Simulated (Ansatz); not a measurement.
# Mn3GaC: the cost of one run

Program: Ansatz 0.2.0. Level of theory: DFT LDA, PAW, plane waves, scalar-relativistic. These are calculated values, not measurements.

**1. The starting structure**

It takes space group Pm-3m (No. 221, cubic). Conventional cell: a = 3.896 Å, b = 3.896 Å, c = 3.896 Å, α = 90.00°, β = 90.00°, γ = 90.00°. Around Ga (site symmetry m-3m) lie 12 Mn at 2.75 Å. Around Mn (site symmetry 4/mmm) lie 2 C at 1.95 Å. Around C (site symmetry m-3m) lie 6 Mn at 1.95 Å.

Coordinates:

```
CELL_PARAMETERS angstrom
3.89600 0.00000 0.00000
0.00000 3.89600 0.00000
0.00000 0.00000 3.89600
ATOMIC_POSITIONS crystal
Ga 0.00000 0.00000 0.00000
Mn 0.00000 0.50000 0.50000
Mn 0.50000 0.00000 0.50000
Mn 0.50000 0.50000 0.00000
C 0.50000 0.50000 0.50000
```

Labels such as C5 number the atoms in the order of the input file.

Planned first: parallel moments, plain SCF; opposed moments +--, plain SCF; no spin polarisation; spin on, no moments given (the program may seed its own), plain SCF; opposed moments ++-, plain SCF. What is tried next depends on their ends.

“Plain SCF” means no search for lower states. 

Site moments are integrals over atomic spheres and don't add up to the total.

**2. Parallel moments, plain SCF**

input.yaml

```yaml
crystal:
  lattice:
    - [3.896, 0.0, 0.0]
    - [0.0, 3.896, 0.0]
    - [0.0, 0.0, 3.896]
  atoms:
    - { symbol: Ga, position: [0.0, 0.0, 0.0] }
    - { symbol: Mn, position: [0.0, 0.5, 0.5], spin: 4.5 }
    - { symbol: Mn, position: [0.5, 0.0, 0.5], spin: 4.5 }
    - { symbol: Mn, position: [0.5, 0.5, 0.0], spin: 4.5 }
    - { symbol: C, position: [0.5, 0.5, 0.5] }
magnetization:
  spin_polarized: true
hamiltonian:
  xc: lda
  pseudopotentials: { kind: paw }
basis:
  ecutwfc: 420
kpoints:
  mp_grid: { grid: [7, 7, 7] }
scf:
  occupations: { method: fermi_dirac, width: 0.1 }
  lower_state_search: "off"
output:
  forces: true
  stress: true
  write_density: true
  write_potential: true
  elf: true
  volumetric_format: npy
```

Launch:

```bash
ansatz run input.yaml --threads 2 --pin off --max-ram 5120MiB --backend cpu --events-out ev --progress --plain --runs-dir out
```

What time and memory should one allow on 2 threads of Intel Xeon at 2.70GHz, shared host?

About 8.3 s, with a peak of 0.43 GiB.
